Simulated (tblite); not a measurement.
# C6H7F3Si: the cost of one run

Programs: tblite 0.8.0 and PySCF 2.14.0, with density-fitted response routines of our own. Each step states its level of theory. These are calculated values for one molecule, in the gas phase or a continuum, unless marked as measured. Atoms are numbered from 0 throughout.

## Step 1: Starting geometry

17 atoms, charge 0, multiplicity 1; geometry from: force field or distance geometry start.

Bonds of the start (Å): C0–C1 1.21, C1–Si2 1.84, Si2–C3 1.91, C3–C4 1.57, C4–C5 1.56, C5–C6 1.49, C6–F7 1.35, C6–F8 1.36, C6–F9 1.35, C5–Si2 1.89, C0–H10 1.06, Si2–H11 1.48, C3–H12 1.08, C3–H13 1.09, C4–H14 1.11, C4–H15 1.11, C5–H16 1.09.

## Step 2: Optimising the geometry with GFN2-xTB

The job: settings as JSON, then the geometry in Å.

```
{"job": {"kind": "relax", "xc": "GFN2-xTB", "basis": "xTB"}, "charge": 0, "multiplicity": 1}
C      2.620900     0.175600     1.966600
C      1.942800    -0.162300     1.019300
Si     0.923400    -0.699700    -0.409300
C      0.537900     0.692600    -1.666200
C     -0.760600     0.987000    -0.838100
C     -0.956000    -0.479000    -0.327400
C     -1.548100    -0.656000     1.027100
F     -2.872600    -0.408800     0.980800
F     -1.382000    -1.932900     1.464400
F     -1.022200     0.174300     1.954000
H      3.195500     0.482900     2.802200
H      1.352700    -1.958600    -1.061100
H      1.257000     1.503700    -1.689500
H      0.361100     0.302900    -2.669600
H     -1.594700     1.363400    -1.458300
H     -0.616700     1.740600    -0.041100
H     -1.445300    -1.113700    -1.063700
```

Launch:

```sh
$ OMP_NUM_THREADS=1 python probes_run.py task.json out
```

This one command runs all jobs of the session in turn.

**Question.** How long does this first job take on 1 thread of Arm Neoverse N1, shared host, and how much memory does it need?

About 1.9 s, with a peak of 0.18 GiB.
